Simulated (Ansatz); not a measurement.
Run this with Ansatz's Python interface and show what comes out.

The script, `ch5alino.py`:
```python
# -*- coding: utf-8 -*-
"""Rigid torsion scan of CH5AlINO."""

import ansatz as az
from ase import Atoms

atoms = Atoms(["N", "Al", "O", "C", "I", "H", "H", "H", "H", "H"], positions=[
    (-1.3032, -1.1099, -1.0188),
    (0.1927, -0.5832, -0.023),
    (1.402, -1.8541, 0.4158),
    (0.5377, 1.3208, 0.5361),
    (0.5594, 2.5472, -1.2061),
    (-2.1812, -0.7592, -0.4674),
    (-1.3205, -0.4718, -1.8878),
    (1.1644, -2.183, 1.2984),
    (-0.3812, 1.645, 1.2215),
    (1.413, 1.3972, 1.1342),
])

# relax first, so that the scan starts from a minimum
first = (
    az.Crystal.molecule_from_ase(atoms).calculation()
    .basis(gaussian="def2-SVP")
    .functional("cam_b3lyp")
    .relax(force_tolerance=0.02, max_steps=80)
)
atoms.positions = first.run().report["positions_ang"]

start = atoms.get_dihedral(0, 1, 2, 7)
energies = {}
for turn in range(0, 360, 30):
    turned = atoms.copy()
    turned.set_dihedral(0, 1, 2, 7, start + turn, indices=[2, 7])
    calculation = (
        az.Crystal.molecule_from_ase(turned).calculation()
        .basis(gaussian="def2-SVP")
        .functional("cam_b3lyp")
    )
    energies[round((start + turn) % 360)] = calculation.run().report["free_energy_ev"]
floor = min(energies.values())
print("dihedral N0-Al1-O2-H7 (deg)   E - E(min) (kJ/mol)")
for angle, e in sorted(energies.items()):
    print(f"{angle:8d} {96.485332 * (e - floor):14.3f}  " + "#" * int(30 * (e - floor) / max(max(energies.values()) - floor, 1e-9)))
```

```console
$ python ch5alino.py
dihedral N0-Al1-O2-H7 (deg)   E - E(min) (kJ/mol)
      10          0.000
      40          1.802  #####
      70          5.179  ################
     100          6.761  ####################
     130          5.611  #################
     160          3.864  ###########
     190          3.983  ############
     220          6.476  ####################
     250          9.371  #############################
     280          9.664  ##############################
     310          6.364  ###################
     340          1.946  ######
```

The scan is rigid and the energies are electronic, in a modest basis. With rigid groups the curve can differ much from the relaxed path, the start wasn't checked as a minimum of this torsion, and equivalent turns needn't return to the same energy. def2 sets replace the cores of elements past krypton by effective core potentials. Run time: 3.6 min on 1 thread of Arm Neoverse V2 (shared host), peak memory 0.4 GiB.
